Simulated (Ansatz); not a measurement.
Geometry optimisation, Ansatz 0.2.0, DFT PBE, scalar-relativistic, plane waves, PAW.

The input (input.yaml):

```yaml
crystal:
  lattice:
    - [5.4, 0.0, 0.0]
    - [-4.05, 7.014806, 0.0]
    - [0.0, 0.0, 4.2768]
  atoms:
    - { symbol: Ru, position: [0.0, 0.0, 0.0] }
    - { symbol: Ru, position: [0.16666666, 0.22222221, 0.5] }
    - { symbol: Ru, position: [-1.0e-08, 0.33333332, 0.0] }
    - { symbol: Ru, position: [0.16666665, 0.55555554, 0.5] }
    - { symbol: Ru, position: [-2.0e-08, 0.66666664, 0.0] }
    - { symbol: Ru, position: [0.16666664, 0.88888886, 0.5] }
    - { symbol: Ru, position: [0.5, 0.0, 0.0] }
    - { symbol: Ru, position: [0.66666666, 0.22222221, 0.5] }
    - { symbol: Ru, position: [0.49999999, 0.33333332, 0.0] }
    - { symbol: Ru, position: [0.66666665, 0.55555554, 0.5] }
    - { symbol: Ru, position: [0.49999998, 0.66666664, 0.0] }
    - { symbol: Ru, position: [0.66666664, 0.88888886, 0.5] }
    - { symbol: Li, position: [0.67549786, 0.55672407, 1.11161598] }
basis:
  ecutwfc: 420.0
kpoints:
  mp_grid: { grid: [4, 3, 4] }
hamiltonian:
  xc: pbe
scf:
  occupations: { method: gaussian, width: 0.15 }
  lower_state_search: "off"
relax:
  f_tol: 0.03
  max_steps: 60
  adjacent_minimum: "off"
output:
  write_density: true
  write_potential: true
  elf: true
  volumetric_format: npy
```

Launched with:

```bash
$ ansatz run input.yaml --threads 4 --pin off --max-ram 10240MiB --backend cpu --events-out ev --progress --plain --runs-dir out
```

Question: Where does it end, and by what steps?

Answer: It converged. Limits of this set-up: coarse k mesh. After 12 steps the energy has fallen by 7.552 eV; Li13 moved furthest, 1.51 Å. The start is strongly strained (largest force component 10 eV/Å), so its close contacts needn't be bonds. Parted: Ru1–Li13 (3.15 → 4.26 Å). Joined: Ru7–Li13 (4.12 → 3.29 Å).

```csv
step,energy less start (eV),largest force component (eV/Å),accepted
0,0.0000,10.064,yes
1,-3.5324,5.505,yes
2,-5.5114,0.954,yes
3,-5.8781,0.643,yes
4,-6.1681,1.088,yes
5,-6.4487,1.068,yes
6,-6.7829,0.850,yes
7,-7.0778,0.572,yes
8,-7.3183,0.409,yes
9,-7.4982,0.247,yes
10,-7.5319,0.222,yes
11,-7.5514,0.039,yes
12,-7.5518,0.008,yes
```

```xyz
13
Lattice="5.4000 0.0000 0.0000 -4.0500 7.0148 0.0000 0.0000 0.0000 4.2768" Properties=species:S:1:pos:R:3
Ru -0.100 0.061 -0.034
Ru -0.102 1.620 2.018
Ru -1.349 2.322 -0.158
Ru -1.356 4.051 2.203
Ru -2.804 4.880 -0.135
Ru -2.800 6.299 2.056
Ru 2.599 0.058 -0.009
Ru 2.603 1.477 2.183
Ru 1.155 2.306 -0.156
Ru 1.148 4.035 2.205
Ru -0.099 4.736 0.029
Ru -0.101 6.295 2.081
Li 2.599 3.178 5.300
```

Time of the run: 2.3 min on 4 threads of Intel(R) Xeon(R) Platinum 8488C (Sapphire Rapids), on a shared host, peak memory 1.1 GiB.
